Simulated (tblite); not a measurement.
# C2H9BrO2Si2: the cost of one run

The runs use tblite 0.8.0 and PySCF 2.14.0, with density-fitted response routines of our own; the level of theory stands in each step. All values are computed, except where a source is named. Atoms count from 0, in the outputs and in this text.

### Step 1. The molecule as given

16 atoms, charge 0, multiplicity 1; geometry from: force field or distance geometry start.

Bonds of the start (Å): C0–O1 1.40, O1–Si2 1.70, Si2–O3 1.69, O3–C4 1.38, C4–Si5 1.87, Si5–Br6 2.26, C0–H7 1.12, C0–H8 1.12, C0–H9 1.09, Si2–H10 1.49, Si2–H11 1.48, C4–H12 1.10, C4–H13 1.13, Si5–H14 1.48, Si5–H15 1.47.

### Step 2. Relaxing the molecule with GFN2-xTB

Job settings and geometry (Å):

```
{"job": {"kind": "relax", "xc": "GFN2-xTB", "basis": "xTB"}, "charge": 0, "multiplicity": 1}
C      2.185600     0.724000     0.847700
O      1.068800    -0.119200     0.723200
Si     0.864000    -0.573000    -0.899400
O     -0.632600    -1.263100    -1.273600
C     -1.594900    -1.237800    -0.282200
Si    -1.927500     0.565200     0.096200
Br    -3.090000     0.802200     2.021800
H      2.708000     0.831800    -0.141800
H      1.844800     1.738200     1.185800
H      2.953200     0.352000     1.532200
H      0.991900     0.671800    -1.700800
H      2.003500    -1.458800    -1.222500
H     -1.367400    -1.830400     0.622000
H     -2.561300    -1.642100    -0.702100
H     -0.666600     1.330600     0.137700
H     -2.787200     1.117600    -0.955700
```

Started as:

```
OMP_NUM_THREADS=1 python probes_run.py task.json out
```

This one command runs all jobs of the session in turn.

**Question.** How long does this first job take on 1 thread of Arm Neoverse V2, shared host?

About 1.6 s.
